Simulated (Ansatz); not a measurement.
Born–Oppenheimer molecular dynamics of a periodic cell of 16 atoms, WC (start crystal WC, start structure P-6m2, volume 1.05 times the crystal's). It starts from a structure without forces on its atoms.

These are results of DFT PBE, scalar-relativistic, plane waves, PAW (Ansatz 0.2.0), not measurements. Settings: accuracy low, cutoff 420 eV, k mesh 3x3x3, fermi-dirac smearing 0.3 eV, no spin polarisation.

```json
{"ensemble": "NVT, Langevin thermostat", "time step": "1 fs", "steps asked": "480", "set temperature": "300 K", "friction": "0.02 /fs", "temperature schedule": "480 steps to 3500 K", "seed": "405464"}
```

Frames 2 fs apart, positions in Å, forces in eV/Å.

Velocities at 230 fs (Å/ps):

```
W 0.41 1.34 1.85
C -12.49 18.69 -9.12
W 1.24 -1.12 1.22
C -0.65 12.81 -3.27
W 3.73 4.87 -0.27
C 13.74 -8.57 -5.88
W 4.75 0.40 0.35
C -10.27 4.02 -5.42
W 3.72 0.35 -7.59
C -5.12 -6.51 -2.29
W 2.73 2.38 -4.34
C -17.17 0.40 2.35
W -4.48 0.38 -0.42
C 2.09 -5.99 12.72
W -2.29 -0.26 2.41
C -6.49 -5.36 -19.71
```

```xyz
16
Lattice="-2.9008 -5.0243 0.0000 4.3511 -2.5121 0.0000 0.0000 0.0000 5.6941" Properties=species:S:1:pos:R:3:forces:R:3 time_fs=230 energy_less_start_eV=3.780 T=1623
W 0.015 -5.018 0.067 2.17 -0.23 -1.29
C 1.517 -4.273 1.563 -0.21 0.47 -1.70
W -0.005 -5.073 2.865 3.84 -1.00 -0.36
C 1.588 -4.376 4.427 -1.04 2.26 -1.87
W -1.433 -2.502 0.136 2.24 -1.46 -2.01
C -0.037 -1.644 1.560 2.10 -0.30 -1.57
W -1.276 -2.563 2.939 -3.19 2.22 -1.66
C 0.207 -1.831 4.258 -1.31 1.97 0.96
W 1.633 -2.475 -0.020 -2.59 -2.67 1.74
C 3.163 -1.661 1.383 -3.20 -0.35 1.25
W 1.515 -2.594 2.760 1.45 1.31 3.29
C 2.917 -1.675 4.318 1.58 -0.31 -1.03
W 0.070 -0.112 0.062 0.57 1.40 -1.69
C -1.455 -4.227 1.378 0.83 0.24 1.63
W 0.089 0.027 2.940 -0.17 -1.24 -1.13
C -1.178 -4.103 4.099 -3.06 -2.31 5.44
16
Lattice="-2.9008 -5.0243 0.0000 4.3511 -2.5121 0.0000 0.0000 0.0000 5.6941" Properties=species:S:1:pos:R:3:forces:R:3 time_fs=232 energy_less_start_eV=3.704 T=1821
W 0.016 -5.015 0.071 1.90 -0.12 -1.41
C 1.498 -4.229 1.541 0.26 -0.26 -1.60
W -0.002 -5.075 2.869 3.89 -0.93 -0.66
C 1.584 -4.351 4.418 -0.89 1.88 -1.73
W -1.426 -2.493 0.135 1.79 -1.76 -1.93
C -0.006 -1.661 1.546 1.69 -0.06 -1.44
W -1.266 -2.560 2.941 -3.58 2.37 -2.14
C 0.182 -1.818 4.250 -0.87 1.82 1.15
W 1.640 -2.475 -0.034 -3.36 -2.69 2.15
C 3.143 -1.670 1.380 -2.87 -0.19 1.25
W 1.520 -2.590 2.752 1.21 1.40 3.61
C 2.881 -1.673 4.316 2.31 -0.07 -1.31
W 0.061 -0.112 0.061 0.97 1.54 -1.50
C -1.453 -4.239 1.414 0.77 0.49 0.85
W 0.085 0.027 2.944 -0.29 -1.31 -1.42
C -1.200 -4.118 4.065 -2.91 -2.13 6.14
16
Lattice="-2.9008 -5.0243 0.0000 4.3511 -2.5121 0.0000 0.0000 0.0000 5.6941" Properties=species:S:1:pos:R:3:forces:R:3 time_fs=234 energy_less_start_eV=3.498 T=1941
W 0.017 -5.013 0.074 1.64 -0.01 -1.44
C 1.480 -4.184 1.520 0.66 -1.08 -1.54
W 0.002 -5.080 2.871 3.72 -0.53 -0.72
C 1.576 -4.327 4.403 -0.68 1.51 -1.49
W -1.418 -2.486 0.136 1.28 -1.92 -1.92
C 0.034 -1.685 1.529 1.11 0.30 -1.33
W -1.255 -2.555 2.942 -3.99 1.94 -2.26
C 0.148 -1.795 4.241 -0.22 1.55 1.46
W 1.646 -2.474 -0.046 -4.07 -2.65 2.36
C 3.113 -1.681 1.384 -2.35 -0.04 1.12
W 1.523 -2.584 2.745 1.01 1.39 3.97
C 2.850 -1.664 4.309 2.85 0.02 -1.40
W 0.052 -0.112 0.060 1.31 1.73 -1.30
C -1.450 -4.251 1.455 0.74 0.72 0.01
W 0.082 0.027 2.947 -0.54 -1.42 -1.71
C -1.236 -4.146 4.055 -2.48 -1.51 6.19
16
Lattice="-2.9008 -5.0243 0.0000 4.3511 -2.5121 0.0000 0.0000 0.0000 5.6941" Properties=species:S:1:pos:R:3:forces:R:3 time_fs=236 energy_less_start_eV=3.288 T=2100
W 0.017 -5.012 0.077 1.47 0.11 -1.50
C 1.462 -4.152 1.496 1.03 -1.66 -1.37
W 0.004 -5.086 2.871 3.48 0.02 -0.48
C 1.556 -4.294 4.380 -0.29 1.03 -1.13
W -1.408 -2.481 0.135 0.73 -1.93 -2.01
C 0.082 -1.710 1.508 0.31 0.65 -1.22
W -1.244 -2.550 2.941 -4.36 1.36 -2.24
C 0.116 -1.762 4.229 0.39 1.16 1.82
W 1.652 -2.474 -0.055 -4.61 -2.56 2.35
C 3.078 -1.692 1.386 -1.65 0.06 1.01
W 1.528 -2.578 2.739 0.88 1.18 4.29
C 2.831 -1.648 4.300 3.11 -0.06 -1.34
W 0.045 -0.112 0.060 1.61 1.96 -1.08
C -1.437 -4.262 1.504 0.53 0.92 -0.95
W 0.079 0.026 2.951 -0.74 -1.42 -1.97
C -1.274 -4.173 4.066 -1.88 -0.81 5.81
16
Lattice="-2.9008 -5.0243 0.0000 4.3511 -2.5121 0.0000 0.0000 0.0000 5.6941" Properties=species:S:1:pos:R:3:forces:R:3 time_fs=238 energy_less_start_eV=3.161 T=2166
W 0.017 -5.010 0.079 1.35 0.17 -1.53
C 1.452 -4.126 1.476 1.25 -2.18 -1.20
W 0.006 -5.092 2.869 3.16 0.60 0.00
C 1.531 -4.261 4.348 0.14 0.60 -0.70
W -1.396 -2.478 0.135 0.17 -1.89 -2.18
C 0.128 -1.739 1.479 -0.45 1.02 -0.97
W -1.233 -2.545 2.939 -4.64 0.74 -2.00
C 0.086 -1.714 4.219 0.88 0.50 2.07
W 1.660 -2.474 -0.063 -5.08 -2.48 2.23
C 3.045 -1.708 1.390 -0.91 0.32 0.91
W 1.533 -2.571 2.733 0.72 0.93 4.61
C 2.823 -1.630 4.298 3.20 -0.20 -1.36
W 0.041 -0.112 0.061 1.88 2.21 -0.92
C -1.420 -4.267 1.547 0.25 1.01 -1.74
W 0.076 0.024 2.954 -0.90 -1.25 -2.26
C -1.320 -4.199 4.100 -1.03 -0.10 5.05
16
Lattice="-2.9008 -5.0243 0.0000 4.3511 -2.5121 0.0000 0.0000 0.0000 5.6941" Properties=species:S:1:pos:R:3:forces:R:3 time_fs=240 energy_less_start_eV=3.159 T=2192
W 0.019 -5.008 0.078 1.21 0.18 -1.47
C 1.448 -4.102 1.451 1.40 -2.64 -0.92
W 0.008 -5.097 2.867 2.84 1.13 0.46
C 1.510 -4.241 4.317 0.46 0.37 -0.35
W -1.383 -2.476 0.134 -0.31 -1.95 -2.31
C 0.171 -1.772 1.440 -1.23 1.44 -0.54
W -1.226 -2.541 2.937 -4.65 0.29 -1.61
C 0.060 -1.664 4.227 1.12 -0.34 1.91
W 1.667 -2.476 -0.069 -5.30 -2.37 1.87
C 3.014 -1.725 1.394 -0.15 0.65 0.79
W 1.539 -2.562 2.727 0.52 0.60 4.91
C 2.824 -1.613 4.293 3.07 -0.42 -1.21
W 0.036 -0.114 0.063 2.15 2.51 -0.77
C -1.402 -4.266 1.589 -0.04 1.05 -2.46
W 0.074 0.022 2.955 -0.97 -1.03 -2.39
C -1.368 -4.226 4.148 -0.13 0.56 4.08
16
Lattice="-2.9008 -5.0243 0.0000 4.3511 -2.5121 0.0000 0.0000 0.0000 5.6941" Properties=species:S:1:pos:R:3:forces:R:3 time_fs=242 energy_less_start_eV=3.248 T=2255
W 0.024 -5.007 0.077 1.00 0.12 -1.46
C 1.438 -4.090 1.419 1.60 -2.75 -0.41
W 0.011 -5.102 2.865 2.61 1.57 0.79
C 1.491 -4.227 4.289 0.73 0.26 -0.10
W -1.368 -2.474 0.133 -0.80 -2.08 -2.45
C 0.210 -1.804 1.394 -1.92 1.80 0.11
W -1.222 -2.539 2.934 -4.44 0.04 -1.10
C 0.034 -1.614 4.251 1.24 -1.28 1.40
W 1.672 -2.479 -0.075 -5.22 -2.18 1.33
C 2.986 -1.739 1.399 0.57 0.91 0.69
W 1.542 -2.554 2.722 0.33 0.15 5.02
C 2.843 -1.597 4.281 2.59 -0.82 -0.81
W 0.031 -0.113 0.069 2.37 2.79 -0.62
C -1.386 -4.267 1.620 -0.35 1.10 -2.93
W 0.070 0.021 2.955 -0.84 -0.76 -2.33
C -1.407 -4.252 4.213 0.54 1.13 2.89
16
Lattice="-2.9008 -5.0243 0.0000 4.3511 -2.5121 0.0000 0.0000 0.0000 5.6941" Properties=species:S:1:pos:R:3:forces:R:3 time_fs=244 energy_less_start_eV=3.488 T=2152
W 0.030 -5.005 0.075 0.80 -0.04 -1.49
C 1.433 -4.080 1.386 1.75 -2.74 0.15
W 0.013 -5.106 2.865 2.46 1.97 0.82
C 1.475 -4.213 4.261 0.94 0.18 0.11
W -1.351 -2.471 0.133 -1.38 -2.25 -2.61
C 0.234 -1.830 1.346 -2.23 2.02 0.93
W -1.220 -2.538 2.930 -4.19 -0.04 -0.69
C -0.001 -1.566 4.282 1.40 -2.21 0.69
W 1.677 -2.482 -0.084 -5.02 -1.93 0.84
C 2.962 -1.747 1.399 1.14 1.10 0.67
W 1.544 -2.546 2.720 0.09 -0.23 4.80
C 2.866 -1.585 4.261 2.03 -1.21 -0.26
W 0.027 -0.113 0.075 2.50 3.13 -0.40
C -1.375 -4.266 1.633 -0.53 1.10 -3.03
W 0.070 0.020 2.954 -0.75 -0.44 -2.14
C -1.439 -4.276 4.283 0.99 1.59 1.62
16
Lattice="-2.9008 -5.0243 0.0000 4.3511 -2.5121 0.0000 0.0000 0.0000 5.6941" Properties=species:S:1:pos:R:3:forces:R:3 time_fs=246 energy_less_start_eV=3.777 T=1911
W 0.037 -5.004 0.073 0.66 -0.22 -1.58
C 1.433 -4.084 1.345 1.85 -2.35 0.96
W 0.016 -5.108 2.864 2.33 2.31 0.67
C 1.469 -4.205 4.239 1.01 0.16 0.22
W -1.334 -2.469 0.132 -1.97 -2.47 -2.72
C 0.254 -1.844 1.302 -2.35 2.07 1.83
W -1.221 -2.537 2.928 -3.79 0.06 -0.30
C -0.027 -1.527 4.330 1.44 -3.04 -0.49
W 1.681 -2.485 -0.091 -4.72 -1.71 0.39
C 2.948 -1.749 1.393 1.45 1.19 0.85
W 1.547 -2.538 2.720 -0.02 -0.65 4.30
C 2.900 -1.576 4.241 1.33 -1.55 0.26
W 0.023 -0.110 0.081 2.64 3.57 -0.08
C -1.369 -4.258 1.632 -0.54 0.97 -2.84
W 0.073 0.018 2.950 -0.63 -0.23 -1.79
C -1.462 -4.292 4.356 1.30 1.90 0.31
16
Lattice="-2.9008 -5.0243 0.0000 4.3511 -2.5121 0.0000 0.0000 0.0000 5.6941" Properties=species:S:1:pos:R:3:forces:R:3 time_fs=248 energy_less_start_eV=4.192 T=1823
W 0.044 -5.005 0.071 0.50 -0.43 -1.73
C 1.438 -4.103 1.304 1.91 -1.69 1.79
W 0.017 -5.109 2.860 2.28 2.51 0.55
C 1.461 -4.188 4.215 1.10 0.00 0.31
W -1.319 -2.467 0.131 -2.56 -2.81 -2.85
C 0.266 -1.852 1.254 -2.24 1.96 2.91
W -1.224 -2.538 2.924 -3.39 0.21 -0.03
C -0.042 -1.505 4.377 1.43 -3.58 -1.82
W 1.684 -2.488 -0.101 -4.40 -1.58 0.02
C 2.932 -1.753 1.386 1.79 1.27 1.02
W 1.550 -2.531 2.720 -0.21 -0.98 3.71
C 2.946 -1.571 4.225 0.52 -1.76 0.67
W 0.019 -0.110 0.086 2.72 4.11 0.35
C -1.363 -4.253 1.621 -0.62 0.86 -2.45
W 0.074 0.017 2.947 -0.35 -0.16 -1.46
C -1.480 -4.300 4.428 1.51 2.08 -0.99
16
Lattice="-2.9008 -5.0243 0.0000 4.3511 -2.5121 0.0000 0.0000 0.0000 5.6941" Properties=species:S:1:pos:R:3:forces:R:3 time_fs=250 energy_less_start_eV=4.748 T=1857
W 0.051 -5.005 0.067 0.42 -0.72 -1.73
C 1.454 -4.130 1.270 1.81 -0.97 2.49
W 0.018 -5.107 2.856 2.33 2.48 0.51
C 1.454 -4.171 4.199 1.15 -0.17 0.30
W -1.305 -2.465 0.130 -3.21 -3.22 -3.03
C 0.265 -1.854 1.210 -1.69 1.74 4.03
W -1.227 -2.538 2.919 -3.07 0.41 0.21
C -0.052 -1.489 4.418 1.43 -4.04 -3.10
W 1.687 -2.491 -0.111 -4.16 -1.49 -0.10
C 2.918 -1.755 1.382 2.06 1.32 1.13
W 1.553 -2.526 2.720 -0.42 -1.18 3.17
C 2.988 -1.573 4.216 -0.19 -1.67 0.87
W 0.016 -0.111 0.091 2.63 4.67 0.88
C -1.351 -4.242 1.607 -0.77 0.66 -2.00
W 0.075 0.014 2.945 -0.04 -0.08 -1.23
C -1.495 -4.303 4.508 1.71 2.25 -2.40
16
Lattice="-2.9008 -5.0243 0.0000 4.3511 -2.5121 0.0000 0.0000 0.0000 5.6941" Properties=species:S:1:pos:R:3:forces:R:3 time_fs=252 energy_less_start_eV=5.349 T=1654
W 0.059 -5.001 0.063 0.40 -1.14 -1.72
C 1.478 -4.169 1.246 1.61 -0.09 3.03
W 0.019 -5.104 2.853 2.35 2.35 0.40
C 1.450 -4.155 4.180 1.15 -0.32 0.39
W -1.291 -2.464 0.128 -3.98 -3.65 -3.28
C 0.252 -1.857 1.172 -0.74 1.52 5.14
W -1.231 -2.539 2.913 -2.83 0.61 0.36
C -0.051 -1.484 4.454 1.44 -4.24 -4.27
W 1.689 -2.492 -0.120 -3.91 -1.51 0.06
C 2.915 -1.755 1.386 2.11 1.31 1.04
W 1.558 -2.520 2.720 -0.67 -1.33 2.70
C 3.018 -1.584 4.210 -0.69 -1.31 0.96
W 0.016 -0.113 0.096 2.34 5.13 1.39
C -1.339 -4.225 1.584 -0.84 0.33 -1.35
W 0.076 0.012 2.946 0.27 -0.05 -1.12
C -1.511 -4.299 4.585 2.00 2.40 -3.72
```

Of the whole run (480 fs, mean temperature of the second half 2578 K): The schedule's set-point averaged 2700 K over the second half and the system 2578 K. A run of 0.48 ps of so small a system gives no equilibrium averages. Limits of this set-up: coarse k mesh, low accuracy level.

The run took 41 min on 2 threads of Intel(R) Xeon(R) Platinum 8488C (Sapphire Rapids) (shared host), peak memory 0.74 GiB.
